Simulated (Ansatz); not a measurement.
# One shape, several levels: quartet CHFNSi

Aim: a comparison of 6 runs (UHF/STO-3G, UB3LYP/6-31G*, UBLYP/aug-cc-pVDZ, UCCSD/aug-cc-pVDZ, UCCSD(T)/aug-cc-pVDZ) of quartet CHFNSi. 

The results are computed with Ansatz 0.2.0.

75 further runs of the same task are left out: 75 set aside as unsound or not needed. Runs told in other sessions of the task aren't counted.

## Step 1: The structure to begin with

CHFNSi has 5 atoms, charge 0, and is taken as a quartet. As SMILES of the parent species, `N#C[SiH]F`. Geometry: relaxed at PBE0-D4/def2-TZVP. That shape belongs to the parent species and isn't relaxed for this state.

Bond lengths: N1–C2 1.154 Å, C2–Si3 1.837 Å, Si3–F4 1.591 Å, Si3–H5 1.482 Å. Angles: N1–C2–Si3 173.9°, C2–Si3–F4 108.1°, C2–Si3–H5 109.3°, F4–Si3–H5 109.8°.

## Step 2: A single-point energy at UHF/STO-3G (run 1)

The input, run.yaml:

```yaml
crystal:
  periodic: [false, false, false]
  atoms:
    - symbol: N
      position_ang: [1.347400, -1.164000, 1.391300]
    - symbol: C
      position_ang: [0.713800, -0.590000, 0.616200]
    - symbol: Si
      position_ang: [-0.146100, 0.297600, -0.743500]
    - symbol: F
      position_ang: [-1.590300, -0.347100, -0.917700]
    - symbol: H
      position_ang: [-0.274900, 1.730000, -0.387600]
basis:
  gaussian:
    orbitals: STO-3G
magnetization:
  spin_polarized: true
  initial_magnetization: 3
hamiltonian:
  xc: hf
accuracy: high
output: {orbitals: {seedname: orbitals}}
```

Command:

```
$ ansatz run run.yaml --threads 1 --pin off --max-ram 2610MiB --events-out events.jsonl --progress --plain --runs-dir runs
```

Standard output:

```text
Warning: RAYON_NUM_THREADS=1 ignored (pool sized by the plan → 1); use --threads N
Functional definition: HF
  name "HF"
  exchange = exact_x
  correlation = 0
466 factors; integrals over basis functions are off by at most 2.0e-8 eV
mean field evaluation 1: about -12920.6977 eV, gradient 2.2e1 eV
mean field evaluation 2: about -12920.7906 eV, gradient 2.2e1 eV
mean field evaluation 4: about -12926.3526 eV, gradient 5.2e0 eV
mean field evaluation 8: about -12927.3318 eV, gradient 5.4e-1 eV
mean field evaluation 16: about -12928.2494 eV, gradient 7.6e-1 eV
mean field evaluation 32: about -12928.1772 eV, gradient 2.7e-1 eV
mean field evaluation 64: about -12928.2391 eV, gradient 1.3e0 eV
mean field evaluation 96: about -12928.2726 eV, gradient 1.2e-1 eV
mean field evaluation 128: about -12927.1016 eV, gradient 1.5e-1 eV
mean field evaluation 160: about -12920.7056 eV, gradient 2.2e1 eV
mean field -12928.28346915 eV, -475.1056543860 hartree, gradient 3.6e-8 eV, S^2 3.775466; 4 other end points of the search recorded, 0 dependent functions left out
reference -12928.28346915 eV, -475.1056543860 hartree; 20, 17 occupied and 5, 8 virtual orbitals, 466 factors
Total energy: -12928.28346915 eV, -475.1056543860 hartree
```

It took 0.68 s on 1 thread of Arm Neoverse V1, shared host.

## Step 3: The energy at UB3LYP/6-31G(d) (spherical functions) (run 2)

The input, input.yaml:

```yaml
crystal:
  periodic: [false, false, false]
  atoms:
    - symbol: "N"
      position_ang: [1.347400, -1.164000, 1.391300]
    - symbol: C
      position_ang: [0.713800, -0.590000, 0.616200]
    - symbol: Si
      position_ang: [-0.146100, 0.297600, -0.743500]
    - symbol: F
      position_ang: [-1.590300, -0.347100, -0.917700]
    - symbol: H
      position_ang: [-0.274900, 1.730000, -0.387600]
basis:
  gaussian:
    orbitals: 6-31G_st_-spherical.json
accuracy: high
hamiltonian:
  xc: {name: B3LYP}
output: {orbitals: {seedname: orbitals}}
magnetization:
  spin_polarized: true
  initial_magnetization: 3
```

The basis set 6-31G* is read from a file made from the Basis Set Exchange's data (not shown).

Command:

```
$ ansatz run input.yaml --threads 1 --pin off --max-ram 2610MiB --events-out events.jsonl --progress --plain --runs-dir runs
```

Standard output:

```text
Warning: RAYON_NUM_THREADS=1 ignored (pool sized by the plan → 1); use --threads N
Functional definition: B3LYP
  name "B3LYP"
  parameter a0 = 0.2
  parameter ax = 0.72
  parameter ac = 0.81
  exchange = (1 - a0 - ax)*slater_x + ax*b88_x + a0*exact_x
  correlation = (1 - ac)*vwn_rpa_c + ac*lyp_c
1286 factors; integrals over basis functions are off by at most 3.1e-9 eV
mean field evaluation 1: about -13118.2744 eV, gradient 4.4e1 eV
mean field evaluation 2: about -12954.6942 eV, gradient 1.4e2 eV
mean field evaluation 4: about -13129.4641 eV, gradient 1.6e1 eV
mean field evaluation 8: about -13130.8028 eV, gradient 6.0e-1 eV
mean field evaluation 16: about -13131.0223 eV, gradient 1.7e-1 eV
mean field evaluation 32: about -13131.0321 eV, gradient 1.0e-3 eV
mean field evaluation 64: about -13131.0273 eV, gradient 3.8e-1 eV
mean field -13131.03208249 eV, -482.5565284985 hartree, gradient 8.8e-8 eV, S^2 3.755664; 4 other end points of the search recorded, 0 dependent functions left out
reference -13131.03211577 eV, -482.5565297214 hartree; 20, 17 occupied and 42, 45 virtual orbitals, 1286 factors
Total energy: -13131.03211577 eV, -482.5565297214 hartree
```

Wall time 20 s (1 thread of Arm Neoverse V1, shared host); peak memory 0.23 GiB.

Runs 3 to 5 aren't shown in full; the table further down has their settings and results.

## Step 4: A single-point energy at UCCSD(T)/aug-cc-pVDZ (run 6)

The input, job.yaml:

```yaml
crystal:
  periodic: [false, false, false]
  atoms:
    - {symbol: N, position_ang: [1.347400, -1.164000, 1.391300]}
    - {symbol: C, position_ang: [0.713800, -0.590000, 0.616200]}
    - {symbol: Si, position_ang: [-0.146100, 0.297600, -0.743500]}
    - {symbol: F, position_ang: [-1.590300, -0.347100, -0.917700]}
    - {symbol: H, position_ang: [-0.274900, 1.730000, -0.387600]}
basis:
  gaussian: {orbitals: aug-cc-pVDZ}
accuracy: high
magnetization: {spin_polarized: true, initial_magnetization: 3}
total_charge: 0
correlation: {method: ccsd_t, frozen_orbitals: {C: 1, F: 1, H: 0, "N": 1, Si: 5}}
scf: {omitted_lower_state_checks: [cluster_reference, increment]}
```

Command:

```
$ ansatz run job.yaml --threads 1 --pin off --max-ram 2610MiB --events-out events.jsonl --progress --plain --runs-dir runs
```

Standard output:

```text
Warning: RAYON_NUM_THREADS=1 ignored (pool sized by the plan → 1); use --threads N
[... 17 lines left out ...]
8 core orbitals not correlated: weight in the atoms' cores, before any rotation towards them, 1.000 or more for the frozen orbitals, at most 0.000 for the correlated occupied ones
[... 53 lines left out ...]
Total energy: -13107.42152470 eV, -481.6888565032 hartree
Checks for a lower state left out: cluster_reference, increment
```

It took 4.3 min on 1 thread of Arm Neoverse V1, shared host; peak memory 1.6 GiB.

## Step 5: All runs side by side

| run | level | Cartesian functions | frozen core orbitals | energy (Eh) | HOMO energy (eV) | ⟨S²⟩ | wall time |
| --- | --- | --- | --- | --- | --- | --- | --- |
| 1 | UHF/STO-3G | no | – | -475.105654 | -4.79 | 3.775 | 0.68 s |
| 2 | UB3LYP/6-31G* (spherical functions) | no | – | -482.556530 | -4.21 | 3.756 | 20 s |
| 3 | UB3LYP/6-31G* (Cartesian functions) | yes | – | -482.562418 | -4.23 | 3.756 | 21 s |
| 4 | UBLYP/aug-cc-pVDZ | no | – | -482.555464 | -3.44 | 3.755 | 34 s |
| 5 | UCCSD/aug-cc-pVDZ | no | 8 | -481.670834 | – | 3.781 | 3.7 min |
| 6 | UCCSD(T)/aug-cc-pVDZ | no | 8 | -481.688857 | – | 3.781 | 4.3 min |

## Step 6: Summary of results

| quantity | value |
| --- | --- |
| run 6: total energy | -481.68886 Eh |
| run 6: correlation energy (8 core orbitals frozen) | -556.3 mEh |
| run 6: (T) correction | -18.02 mEh |
| run 6: ⟨S²⟩ of the reference determinant | 3.781 |
| run 6: T1 diagnostic | 0.021 |

**Reading.** Totals of different functionals can't be ranked against each other. In run 1 the basis is minimal, so the values are rough. All runs together took 9.3 min, the longest 4.3 min.
